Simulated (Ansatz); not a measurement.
# YRe3: the cost of one run

Method: DFT PBE, scalar-relativistic, plane waves, PAW, in Ansatz 0.2.0.

1 further run of the same task is left out (it didn't finish). Runs told in other sessions of the task aren't counted.

## (1) The structure to begin with

The structure is cubic, space group Pm-3m (No. 221). The conventional cell has a = 4.114 Å, b = 4.114 Å, c = 4.114 Å, α = 90.00°, β = 90.00°, γ = 90.00°. Around Y (site symmetry m-3m) lie 12 Re at 2.91 Å. Around Re (site symmetry 4/mmm) lie 4 Y at 2.91 Å and 8 Re at 2.91 Å.

As a file:

```
Y Re
1.0
     4.11436    0.00000    0.00000
     0.00000    4.11436    0.00000
     0.00000    0.00000    4.11436
Y Re
1 3
Direct
  0.00000 0.00000 0.00000
  0.00000 0.50000 0.50000
  0.50000 0.50000 0.00000
  0.50000 0.00000 0.50000
```

This cell comes from an earlier session at PBE: 17.412 Å³/atom at 0.01 GPa, on a 8×8×8 mesh.

The changes: atom 3 (Re) moved 0.2 Å along z; atom 3 (Re) moved 0.12 Å along x; strain e4 = +0.01, atoms carried along; strain e1 = +0.01, atoms carried along; all atoms moved at random (σ = 0.03 Å), cell strained at random (1 %); all atoms moved at random (σ = 0.1 Å), cell strained at random (1 %).

## (2) Atom 3 (Re) moved 0.2 Å along z

input.yaml reads:

```yaml
crystal:
  lattice:
    - [4.1143635288, 0.0, 0.0]
    - [0.0, 4.1143635288, 0.0]
    - [0.0, 0.0, 4.1143635288]
  atoms:
    - { symbol: "Y", position: [0.0, 0.0, 0.0] }
    - { symbol: Re, position: [0.0, 0.5, 0.5] }
    - { symbol: Re, position: [0.5, 0.5, 0.0486101917] }
    - { symbol: Re, position: [0.5, 0.0, 0.5] }
basis:
  ecutwfc: 420
  ecutrho_ratio: 4
kpoints:
  mp_grid: { grid: [8, 8, 8] }
hamiltonian:
  xc: pbe
scf:
  occupations: { method: gaussian, width: 0.05 }
output:
  forces: true
  stress: true
  eigenvalues: true
  write_density: true
  write_potential: true
  elf: true
  volumetric_format: npy
```

Started as:

```
$ ansatz run input.yaml --threads 2 --pin off --max-ram 2662MiB --backend cpu --events-out ev --progress --plain --runs-dir out
```

Q: Estimate wall time and peak memory on 2 threads of Arm Neoverse V2, shared host.

About 9.8 s, with a peak of 0.4 GiB.
